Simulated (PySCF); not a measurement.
# A diatomic session: YSi

What are the lowest state that PBE0 finds, the bond length, vibrational wavenumber and bond energy of YSi, and how much do these hang on the method?

The runs use PySCF 2.14.0; Y def2-TZVPP with ECP28, Si def2-TZVPP, scalar-relativistic core potentials.

## (1) The job

The job is set up so:

- atoms: Y, Si
- charge: 0
- basis: Y def2-TZVPP with ECP28, Si def2-TZVPP
- Hamiltonian: scalar-relativistic core potentials
- basis functions: 98
- electrons treated: 25
- masses in u: 88.9058, 27.9769
- levels: PBE0, PBE, r²SCAN, PBEsol, BLYP, revPBE, r²SCANh, LC-ωPBE, HF, MP2, SCS-MP2, CCSD, CCSD(T)
- grid: 80 radial by 434 angular points
- occupations: held fixed by the projection of orbital angular momentum
- dissociation limit: Y + Si, each in its ground configuration
- starting distance in angstrom: 2.580
- values of 2S to try: 1, 3, 5

Command:

```console
OMP_NUM_THREADS=2 python dia.py task.json out
```

Further steps of the session: PBE0 along the bond; Other states along the same grid; PBE; r²SCAN (meta-GGA); PBEsol (GGA); BLYP (GGA); revPBE; r²SCANh; LC-ωPBE; ROHF (mean field); Correlated methods on the Hartree–Fock reference.

Q: Predict the outcome of this session. Wanted: for each run, Re; ωe; De; μ.

As calculated:

Lowest PBE0 solution found, without spin–orbit coupling: ⁴Σ⁻ (quartet), unpaired electrons σ ↑, π ↑↑. State 2 has its PBE0 minimum 0.15 eV higher, as a spin-mixed determinant (⟨S²⟩ = 1.77), so this is no gap between pure states. State 4 has its PBE0 minimum 0.46 eV higher. The other levels ran on the lowest alone.

```tsv
level	Re (Å)	ωe (cm⁻¹)	De (eV)	μ (D)
ROHF	2.813	271.5	1.74	-2.00
ROHF-MP2	2.721	294.8	2.42	n/a
ROHF-SCS-MP2	2.734	291.9	2.17	n/a
ROHF-CCSD	2.723	293.8	2.32	n/a
ROHF-CCSD(T)	2.715	296.7	2.48	n/a
PBE	2.673	308	2.79	-3.31
PBEsol	2.654	316	3.02	-3.32
revPBE	2.680	305	2.62	-3.39
BLYP	2.705	293.2	2.44	-3.18
r²SCAN	2.660	315	2.56	-3.51
r²SCANh	2.660	314	2.50	-3.42
PBE0	2.662	312	2.57	-3.32
LC-ωPBE	2.677	301	2.38	-2.22
```

De is counted to Y + Si in their ground configurations. A positive dipole means Y(−)Si(+).

The methods spread over 0.158 Å in bond length, from PBEsol to ROHF. Of the levels with a De here, ROHF gives the least (1.74 eV) and PBEsol the most (3.02 eV).

Correlated steps freeze 5 core orbitals. The state is the lowest single determinant that the PBE0 search found; with open d or f shells the true ground state can be another one. T1 is 0.067 near the minimum (highest on the curve 0.091), which may point to more than one leading configuration. Spin–orbit coupling is left out.
